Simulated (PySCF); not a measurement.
# C4H11B2N: the cost of one run

Programs: PySCF 2.14.0, with density-fitted response routines of our own. Each step states its level of theory. These are calculated values for one molecule in the gas phase, unless marked as measured. Atoms are numbered from 0 throughout.

### 1 Starting geometry

18 atoms, charge 0, multiplicity 1; geometry from: GFN2-xTB.

Bonds of the start (Å): B0–N1 1.41, N1–C2 1.46, N1–B3 1.42, B3–C4 1.59, C4–C5 1.50, C5–C6 1.32, B0–H7 1.17, B0–H8 1.17, C2–H9 1.09, C2–H10 1.09, C2–H11 1.09, B3–H12 1.18, C4–H13 1.10, C4–H14 1.09, C5–H15 1.08, C6–H16 1.08, C6–H17 1.08.

### 2 Ultraviolet spectrum: B3LYP/def2-SVPD

Job settings and geometry (Å):

```
{"job": {"kind": "uv", "xc": "B3LYP", "basis": "def2-SVPD", "nstates": 8, "ntriplets": 3}, "charge": 0, "multiplicity": 1}
B     -1.735449     1.397878     0.577431
N     -1.479943     0.094231     0.102045
C     -2.617198    -0.646462    -0.446230
B     -0.216421    -0.553465     0.116430
C      1.123032     0.156262     0.595713
C      2.356242    -0.513453     0.080127
C      3.209765     0.036363    -0.764129
H     -2.829389     1.817993     0.533747
H     -0.872844     2.046551     1.020723
H     -3.507271    -0.490336     0.161848
H     -2.399430    -1.712093    -0.484487
H     -2.833031    -0.303201    -1.460435
H     -0.171801    -1.675912    -0.232154
H      1.142837     0.110906     1.690227
H      1.150694     1.211754     0.326208
H      2.518735    -1.525592     0.429113
H      4.080503    -0.485202    -1.124386
H      3.072210     1.040093    -1.133447
```

With the program's defaults for keys left out, this is: TDDFT B3LYP/def2-SVPD, vertical, gas phase, core orbitals frozen in the response.

On the command line:

```
OMP_NUM_THREADS=1 python probes_run.py task.json out
```

The driver reads the jobs from task.json and runs them one after another.

**Question.** How long does this job take on 1 thread of Intel Xeon at 2.50GHz, shared host, and how much memory does it need?

About 1.7 min, with a peak of 0.89 GiB.
